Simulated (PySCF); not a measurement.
# GeSBr₂: structure of the singlet

The task is one start of a wider search on GeSBr₂: the singlet, from a T-shaped (ligand arrangement 1) start. It is relaxed, tested by its Hessian and followed downhill if it is a saddle.

The runs use PySCF 2.14.0; PBE0, basis Ge def2-SVP, S def2-SVP, Br def2-SVP, no relativity, density fitting.

### Step 1. The system as given

4 atoms, charge 0, spin multiplicity 1.

Bond lengths: Ge1–S2 2.050 Å, Ge1–Br3 2.350 Å, Ge1–Br4 2.350 Å. Angles: S2–Ge1–Br3 88.0°, S2–Ge1–Br4 176.0°, Br3–Ge1–Br4 88.0°.

Coordinates in bohr (charge 0 multiplicity 1):
```
Ge   -0.8587    0.0000   -1.3916
S    -4.7304    0.0000   -1.2565
Br   -0.8587    0.0000    3.0492
Br    3.5795    0.0000   -1.2367
```

### Step 2. T-shaped (ligand arrangement 1) start, singlet: relaxation

The steps below are one call of a driver around PySCF. For each, scf.py gives the equivalent set-up of the SCF; relaxations use the driver's own optimiser. Before each start the driver seeks the lowest SCF state from one or more starting densities and follows internal instabilities, so scf.py alone need not reach the same state.

The program finds Cs symmetry in the start, which this walk keeps.

The input, scf.py:

```python
from pyscf import gto, scf, dft
mol = gto.M(atom='''
Ge    -0.454417     0.000000    -0.736418
S     -2.503217     0.000000    -0.664918
Br    -0.454417     0.000000     1.613582
Br     1.894183     0.000000    -0.654418''',
    basis={'Ge': 'def2-SVP', 'S': 'def2-SVP', 'Br': 'def2-SVP'},
    charge=0, spin=0)
mf = dft.RKS(mol, xc='PBE0')
mf.grids.atom_grid = (50, 194)
aux = {'Ge': 'def2-universal-JKFIT', 'S': 'def2-universal-JKFIT', 'Br': 'def2-universal-JKFIT'}
mf = mf.density_fit(auxbasis=aux)
mf.kernel()
```

Further steps of the session: Vibrations and properties at this point.

What does the calculation give? Wanted: minimum; geometry; wavenumbers; dipole moment; highest occupied, lowest empty level; polar-tensor charge of Ge1; zero-point energy; atomisation energy.

The runs gave:

```
                                 quantity                                                                   value
                                  minimum                                                            singlet, C2v
                                 geometry  Ge–Br 2.280 Å (×2), Ge–S 2.016 Å; Br–Ge–Br 106.3°, Br–Ge–S 126.8° (×2)
                       wavenumbers (cm⁻¹)              104 (a1), 127 (b2), 130 (b1), 277 (a1), 331 (b2), 586 (a1)
                            dipole moment                                                                  1.65 D
     highest occupied, lowest empty level                                                         -7.56, -2.80 eV
               polar-tensor charge of Ge1                                                                 +1.38 e
                        zero-point energy                                                              9.3 kJ/mol
                      entropy at 298.15 K                                                         352.2 J/(mol K)
atomisation energy (no zero-point energy)                                                              975 kJ/mol
```

In words: The T-shaped (ligand arrangement 1) start (Cs) ends in a minimum of C2v symmetry. The strongest infrared band lies at 331 cm⁻¹ (b2, stretch). Only this shape and spin were tried, so other structures or states may lie lower.
